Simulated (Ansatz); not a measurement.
**ClH6N3Sn: small, medium and large basis sets**

How large a basis does ClH6N3Sn need? Two functionals are run in growing sets.

Program: Ansatz 0.2.0, Gaussian basis. Level of theory: one geometry, several basis sets. These are calculated values, not measurements.

Levels to be run: PBE0-D4/def2-SVP; ωB97M-V/def2-SVP; PBE0-D4/def2-QZVPP; ωB97M-V/def2-QZVPP; the functionals' def2-TZVPP values are taken from earlier runs.

## (1) Structure used throughout

All runs share one geometry, relaxed beforehand with PBE0-D4 in a triple-zeta def2 set. Sn takes the def2 core potential; no spin-orbit term is included.

SMILES `[NH2][Sn]([NH2])([NH2])[Cl]`, 11 atoms, charge 0, spin multiplicity 1.

Atoms are counted from 1 here; the program's logs count them from 0.

Bond lengths: N1–Sn2 2.006 Å, N1–H6 1.013 Å, N1–H7 1.012 Å, Sn2–N3 2.006 Å, Sn2–N4 2.006 Å, Sn2–Cl5 2.354 Å, N3–H8 1.013 Å, N3–H9 1.012 Å, N4–H10 1.013 Å, N4–H11 1.012 Å. Angles: Sn2–N1–H6 112.0°, Sn2–N1–H7 113.7°, H6–N1–H7 108.2°, N1–Sn2–N3 109.2°, N1–Sn2–N4 109.2°, N1–Sn2–Cl5 109.8°, N3–Sn2–N4 109.2°, N3–Sn2–Cl5 109.8°, N4–Sn2–Cl5 109.8°, Sn2–N3–H8 112.0°, Sn2–N3–H9 113.6°, H8–N3–H9 108.2°, Sn2–N4–H10 112.0°, Sn2–N4–H11 113.7°, H10–N4–H11 108.2°.

## (2) PBE0-D4 in def2-SVP

Input file in.yaml:

```yaml
crystal:
  periodic: [false, false, false]
  atoms:
    - {symbol: N, position_ang: [-1.644604, 0.994811, -0.146747]}
    - {symbol: Sn, position_ang: [0.175242, 0.173230, 0.041677]}
    - {symbol: N, position_ang: [0.162447, -1.108383, 1.584351]}
    - {symbol: N, position_ang: [0.625098, -0.823905, -1.639307]}
    - {symbol: Cl, position_ang: [1.774865, 1.858954, 0.419726]}
    - {symbol: H, position_ang: [-1.955359, 1.012535, -1.110235]}
    - {symbol: H, position_ang: [-1.705933, 1.934683, 0.223038]}
    - {symbol: H, position_ang: [-0.642540, -0.973509, 2.183524]}
    - {symbol: H, position_ang: [0.994933, -1.061691, 2.157634]}
    - {symbol: H, position_ang: [1.018427, -1.736586, -1.445628]}
    - {symbol: H, position_ang: [1.262923, -0.327040, -2.247734]}
basis:
  gaussian: {orbitals: def2-SVP}
hamiltonian: {xc: pbe0, dispersion: d4}
output: {orbitals: {seedname: orbitals}}
```

Run with:

```console
> ansatz run in.yaml --threads 8 --pin off --events-out ev --progress --plain --max-ram 18278MiB
```

The runs that follow: ωB97M-V in def2-SVP; PBE0-D4 in def2-QZVPP; ωB97M-V in def2-QZVPP.

**Question.** What will the summary of the whole plan be? Wanted: PBE0-D4: double and triple zeta above quadruple; ωB97M-V: double and triple zeta above quadruple.

**Answer**, as computed:

| quantity | value |
| --- | --- |
| PBE0-D4: double and triple zeta above quadruple | 11.28, 0.73 eV |
| ωB97M-V: double and triple zeta above quadruple | 11.40, 0.70 eV |

**Reading.** PBE0-D4 gains 10.55 eV from double to triple zeta, then 0.73 eV more. Total energies overstate the basis error of differences, where much of it tends to cancel. The LUMO of ωB97M-V is positive and keeps falling with the basis (1.50 to 0.67 eV): an unbound level that the basis holds in place.
